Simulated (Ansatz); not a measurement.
# CH6AlBO: rigid scan of one bond length, by script

How does the energy of CH6AlBO change as one bond is stretched? A script is to give a rigid scan of one bond length; the system is CH6AlBO. SMILES: [CH3][AlH][BH]O.

Computed with Ansatz 0.2.0, driven from Python. Level of theory: PBE+D3(BJ)/def2-SVP.

### Step 1. The structure

Bond lengths: C1–Al2 1.940 Å, Al2–B3 2.037 Å, B3–O4 1.432 Å, C1–H5 1.095 Å, C1–H6 1.131 Å, C1–H7 1.151 Å, Al2–H8 1.624 Å, B3–H9 1.202 Å, O4–H10 0.996 Å. Angles: C1–Al2–B3 118.1°, C1–Al2–H8 122.4°, B3–Al2–H8 119.5°, Al2–C1–H5 113.0°, Al2–C1–H6 111.8°, Al2–C1–H7 108.8°, H5–C1–H6 111.3°, H5–C1–H7 107.4°, H6–C1–H7 104.1°, Al2–B3–O4 124.2°, Al2–B3–H9 121.7°, O4–B3–H9 114.0°, B3–O4–H10 108.9°.

Input file ch6albo.xyz:

```xyz
10

C    -1.58910    0.49670   -0.34540
Al    0.26560    0.31150   -0.88200
B     1.51340   -0.75010    0.32800
O     1.12060   -1.33230    1.57590
H    -2.11480   -0.46210   -0.28680
H    -1.69150    1.08140    0.61780
H    -2.13770    1.14190   -1.12480
H     0.84780    0.97480   -2.24570
H     2.68240   -0.87280    0.07720
H     1.18630   -0.64030    2.28860
```

### Step 2. The code

ch6albo.py

```python
"""Potential curve of CH6AlBO along one bond."""

import logging
import sys

import ansatz as az
import matplotlib.pyplot as plt
import numpy as np

logging.basicConfig(stream=sys.stdout, format="%(levelname)s:%(name)s:%(message)s")
logger = logging.getLogger("ch6albo")
logger.setLevel(logging.INFO)

BASIS_SET = "def2-SVP"
XC = "pbe"
VDW = "d3bj"

geometry = az.Crystal.molecule_from_extxyz("ch6albo.xyz")

symbols = [site.symbol for site in geometry.cartesian_sites]
start = np.array([site.position_ang for site in geometry.cartesian_sites])
axis = (start[4] - start[0]) / np.linalg.norm(start[4] - start[0])
moving = [4]
lengths, energies = [0.93, 1.01, 1.1, 1.2, 1.37, 1.64, 1.97, 2.41], []
for length in lengths:
    xyz = start.copy()
    xyz[moving] += (length - np.linalg.norm(start[4] - start[0])) * axis
    point = az.Crystal.molecule()
    for symbol, place in zip(symbols, xyz):
        point = point.atom(symbol, place.tolist())
    calculation = (
        point.calculation()
        .basis(gaussian=BASIS_SET)
        .functional(XC, dispersion=VDW)
        .spin("collinear")
    )
    summary = calculation.run(threads=1, backend="cpu").report
    energies.append(summary["free_energy_ev"])
    logger.info(f"r = {length:6.3f} A  E = {energies[-1]:.5f} eV  <S^2> = {abs(summary['mean_field']['state']['spin_squared']):.3f}")

print("energy above the lowest point (eV):", [round(e - min(energies), 3) for e in energies])
plt.figure(figsize=(4.5, 3))
plt.plot(lengths, np.array(energies) - min(energies), "o-")
plt.xlabel("bond length (A)")
plt.ylabel("E - E(min) (eV)")
plt.tight_layout()
plt.savefig("scan.png", dpi=100)
```

### Step 3. What the engine is handed

The package turns the script's settings into the engine's input (first run):

```yaml
crystal:
  periodic: [false, false, false]
  atoms:
    - { symbol: C, position_ang: [-1.5891, 0.4967, -0.3454] }
    - { symbol: Al, position_ang: [0.2656, 0.3115, -0.882] }
    - { symbol: B, position_ang: [1.5134, -0.7501, 0.328] }
    - { symbol: O, position_ang: [1.1206, -1.3323, 1.5759] }
    - { symbol: H, position_ang: [-2.0355724780018964, -0.31760057429754324, -0.2956315251837338] }
    - { symbol: H, position_ang: [-1.6915, 1.0814, 0.6178] }
    - { symbol: H, position_ang: [-2.1377, 1.1419, -1.1248] }
    - { symbol: H, position_ang: [0.8478, 0.9748, -2.2457] }
    - { symbol: H, position_ang: [2.6824, -0.8728, 0.0772] }
    - { symbol: H, position_ang: [1.1863, -0.6403, 2.2886] }
basis:
  gaussian:
    orbitals: def2-SVP
hamiltonian:
  xc: pbe
  dispersion: d3bj
magnetization:
  spin_polarized: true
```

### Step 4. Launch

On the command line:

```bash
> python ch6albo.py
```

Without the output at hand: what should come out? Wanted: range of energy; lowest point, distance.

**Answer**, as computed:

| quantity | value |
| --- | --- |
| runs compared | 8 |
| range of energy | 4.328 eV |
| lowest point, distance (Å) | 1.10 |

In words: The lowest point, at 1.10, lies inside the range. The ends stand 0.738 and 4.33 eV above it. The distance scanned is the script's pair 0, 4. <S²> moves from 0.00 to 0.53: along the scan the mean field breaks spin symmetry. The rest of the molecule is held rigid at a force-field or estimated start geometry, and the basis set is modest; single-reference methods fail as a bond breaks.
